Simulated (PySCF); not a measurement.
# [Eu(N2)]3+: other functionals and bases at one geometry

The task here is to estimate one member of a computed series from the others.

Computed with PySCF 2.14.0. Level: several levels, as the steps say, no spin–orbit coupling.

2 further runs of the same task are left out: 2 for a known fault of the program.

### The starting structure

3 atoms, charge 3, spin multiplicity 1.

Bond lengths: Eu1–N2 2.423 Å, N2–N3 1.107 Å. Angles: Eu1–N2–N3 180.0°.

Coordinates:

```xyz
3

Eu    0.0000    0.0000   -0.4369
N     0.0000    0.0000    1.9866
N     0.0000    0.0000    3.0934
```

Formal oxidation states: Eu +3. Each metal's 6 4f electrons lie in its core potential, so multiplicities, spins and levels count the valence alone. An earlier session relaxed this geometry at PBE0, Eu lcecp-1-SVP with ECP52, N def2-SVP (singlet, point group C∞v).

At PBE0 on the finer grid: E = -143.212760 Eh, HOMO -27.95 eV, LUMO -21.26 eV, Mulliken charge on Eu1 +2.71 e, largest force component 0.001 eV/Å. 

Levels to run: HF; BLYP; r2SCAN; wB97X; PBE0, TZVP. Hardware: 2 threads of Arm Neoverse V2, shared host.

The first run:

Input file run.py (the lines that set the calculation):

```python
mol = gto.M(atom='''
Eu     0.00000     0.00000    -0.43689
N      0.00000     0.00000     1.98658
N      0.00000     0.00000     3.09342''',
    basis={'Eu': 'lcecp-1-SVP', 'N': 'def2-SVP'},
    ecp={'Eu': 'lcecp-1-SVP'},
    charge=3, spin=0)
mf = scf.RHF(mol)
mf = mf.density_fit()  # fitting sets: Eu AutoAux, N def2-universal-JKFIT
mf.conv_tol = 1e-08; mf.max_cycle = 55
mf.kernel(dm0)  # dm0: the density of the relaxed state
```

Run with:

```console
> OMP_NUM_THREADS=2 python run.py
```

Steps of the session up to this table: HF; BLYP; r2SCAN; wB97X; PBE0, TZVP.

One table of the session follows, with a row left open; its other results are not shown here.

| level | HOMO (eV) | gap (eV) | charge on Eu1 (e) | dipole (D) | largest force component (eV/Å) |
| --- | --- | --- | --- | --- | --- |
| PBE0 (relaxed here) | -27.95 | 6.69 | 2.71 | 1.65 | 0.00 |
| HF | ? | ? | ? | ? | ? |
| BLYP | -25.98 | 3.69 | 2.64 | 1.28 | 2.54 |
| r2SCAN | -26.51 | 4.86 | 2.71 | 1.61 | 0.84 |
| wB97X | -30.46 | 11.74 | 2.73 | 1.91 | 0.44 |
| PBE0, TZVP | -27.97 | 6.74 | 2.76 | 1.56 | 1.23 |

Estimate the missing values for HF.

As computed: HOMO (eV): -32.31; gap (eV): 15.14; charge on Eu1 (e): 2.81; dipole (D): 2.19; largest force component (eV/Å): 5.06. In the column «HOMO (eV)» it is the lowest.

The dipole of a charged species depends on the origin, so these sizes hold for this origin alone.

In one basis the HOMO–LUMO gap runs from 3.69 eV (BLYP) to 15.14 eV (HF). The largest leftover force, 5.06 eV/Å with HF, stands at a geometry relaxed at another level. With 4f in the core, its levels are missing from HOMO and gap, and its count is fixed, so no charge can pass from the ligands into it. Total energies of different levels can't be compared.
